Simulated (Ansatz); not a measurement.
# C3H8Mg: one species, many methods

One table from this session's results is given with a row withheld; the runs are named, their logs left out.

The runs use Ansatz 0.2.0, Gaussian basis; functionals in def2-TZVPP, the program's frozen cores in correlated methods.

The runs, in order: LDA (SPW92), PBE-D4, revPBE-D4, BLYP-D4, r2SCAN-D4, B97M-V, PBE0-D4, B3LYP-D4, r2SCANh-D4, r2SCAN0-D4, HSE06-D4, BHLYP-D4, CAM-B3LYP-D4, LC-ωPBE, ωB97X-V, ωB97M-V, B2PLYP, PBE-QIDH; CCSD(T)/def2-SVP; CCSD(T)/def2-TZVPP; MP2/def2-QZVPP; extrapolation to the limit; RPA on PBE.

## The relaxed structure

The geometry comes from an earlier relaxation with PBE0-D4 in a triple-zeta def2 set; it is a stationary point, not always the lowest conformer.

SMILES `C[CH2][Mg][CH3]`, 12 atoms, charge 0, spin multiplicity 1.

Atoms are counted from 1 here; the program's logs count them from 0.

Bond lengths: C1–C2 1.531 Å, C1–H5 1.095 Å, C1–H6 1.097 Å, C1–H7 1.095 Å, C2–Mg3 2.104 Å, C2–H8 1.098 Å, C2–H9 1.098 Å, Mg3–C4 2.089 Å, C4–H10 1.095 Å, C4–H11 1.095 Å, C4–H12 1.095 Å. Angles: C2–C1–H5 112.1°, C2–C1–H6 112.8°, C2–C1–H7 112.1°, H5–C1–H6 106.5°, H5–C1–H7 106.5°, H6–C1–H7 106.5°, C1–C2–Mg3 116.3°, C1–C2–H8 109.4°, C1–C2–H9 109.4°, Mg3–C2–H8 108.2°, Mg3–C2–H9 108.2°, H8–C2–H9 104.6°, C2–Mg3–C4 179.7°, Mg3–C4–H10 111.9°, Mg3–C4–H11 111.9°, Mg3–C4–H12 112.0°, H10–C4–H11 106.9°, H10–C4–H12 106.9° and more.

The first run:

The input, in.yaml:

```yaml
crystal:
  periodic: [false, false, false]
  atoms:
    - {symbol: C, position_ang: [-1.336742, 1.586455, 0.777560]}
    - {symbol: C, position_ang: [-0.717261, 0.251692, 1.200160]}
    - {symbol: Mg, position_ang: [0.528282, -0.687384, -0.211503]}
    - {symbol: C, position_ang: [1.761859, -1.612621, -1.620881]}
    - {symbol: H, position_ang: [-1.960828, 1.485356, -0.116294]}
    - {symbol: H, position_ang: [-1.975037, 2.023899, 1.555321]}
    - {symbol: H, position_ang: [-0.575102, 2.336836, 0.541978]}
    - {symbol: H, position_ang: [-0.142439, 0.392397, 2.125145]}
    - {symbol: H, position_ang: [-1.515481, -0.451049, 1.473723]}
    - {symbol: H, position_ang: [2.447932, -0.901292, -2.093107]}
    - {symbol: H, position_ang: [1.183961, -2.079926, -2.425453]}
    - {symbol: H, position_ang: [2.377855, -2.399563, -1.172649]}
basis:
  gaussian: {orbitals: def2-TZVPP}
hamiltonian: {xc: lda}
output: {orbitals: {seedname: orbitals}}
```

Launch:

```
$ ansatz run in.yaml --threads 4 --pin off --events-out ev --progress --plain --max-ram 10444MiB
```

Among the steps run: LDA; PBE-D4 (GGA); revPBE-D4 (GGA); BLYP-D4 (GGA); r2SCAN-D4 (meta-GGA); B97M-V (meta-GGA); B3LYP-D4 (hybrid); r2SCANh-D4 (hybrid); r2SCAN0-D4 (hybrid); HSE06-D4 (hybrid); BHLYP-D4 (hybrid); CAM-B3LYP-D4 (range-separated); LC-ωPBE (range-separated); ωB97X-V (range-separated); ωB97M-V (range-separated); B2PLYP (double hybrid); PBE-QIDH (double hybrid).

One table of the session follows, with a row left open; its other results are not shown here.

It belongs to the step «Frontier levels by functional». 

| functional | HOMO (eV) | gap (eV) |
| --- | --- | --- |
| LDA (SPW92) | -5.11 | 3.84 |
| PBE-D4 | -4.97 | 3.82 |
| revPBE-D4 | -4.91 | 3.82 |
| BLYP-D4 | -4.85 | 3.73 |
| r2SCAN-D4 | -5.16 | 4.44 |
| B97M-V | -5.24 | 4.07 |
| PBE0-D4 | -6.11 | 5.60 |
| B3LYP-D4 | -5.92 | 5.16 |
| r2SCANh-D4 | -5.59 | 5.06 |
| r2SCAN0-D4 | -6.25 | 5.99 |
| HSE06-D4 | -5.71 | 4.87 |
| BHLYP-D4 | -7.18 | 7.15 |
| CAM-B3LYP-D4 | -7.45 | 7.59 |
| LC-ωPBE | ? | ? |
| ωB97X-V | -8.42 | 9.40 |
| ωB97M-V | -8.29 | 8.78 |

Estimate the missing values for LC-ωPBE.

As computed: HOMO (eV): -8.78; gap (eV): 9.87. In the column «HOMO (eV)» it is the lowest.
